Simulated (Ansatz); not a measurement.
Hf2Pd2Se2Br2O3:

```xyz
11
Lattice="-1.8923 2.6721 12.2842 1.8923 -2.6721 12.2842 1.8923 2.6721 -12.2842" Properties=species:S:1:pos:R:3 pbc="T T T"
Hf    0.0000    0.0000   22.6263
Hf    0.0000    0.0000    1.9421
Pd    0.0000    0.0000   16.7881
Pd    0.0000    0.0000    7.7803
Se    0.0000    2.6721    2.8934
Se    1.8923    0.0000    9.3908
Br    0.0000    0.0000   19.3256
Br    0.0000    0.0000    5.2429
O     0.0000    2.6721    9.8571
O     1.8923    0.0000    2.4271
O     0.0000    0.0000    0.0000
```

The cell was built by a generator and needn't be a form met in nature.

Base run:

| Property | Result |
| --- | --- |
| Program | Ansatz 0.2.0 |
| Functional | PBE |
| Potentials or basis | SPMS NC |
| Cutoff | 1034 eV |
| Density cutoff | 4136 eV |
| k mesh | 9 × 9 × 9 |
| Occupations | fermi-dirac, width 0.05 eV |
| Spin | no spin polarisation |

Its results: band gap on the k mesh none (metal or under the smearing width); pressure -0.4 GPa; largest force 0.107 eV/Å.

The run is repeated on the same cell with these changes: potentials or basis from SPMS NC to Ansatz NC; cutoff from 1034 eV to 1240 eV; density cutoff from 4136 eV to 4960 eV; valence electrons from 124 to 152. What comes out?

Band gap on the k mesh none (metal or under the smearing width); pressure 0.0 GPa; largest force 0.016 eV/Å.

Not every run made on this cell is shown here.
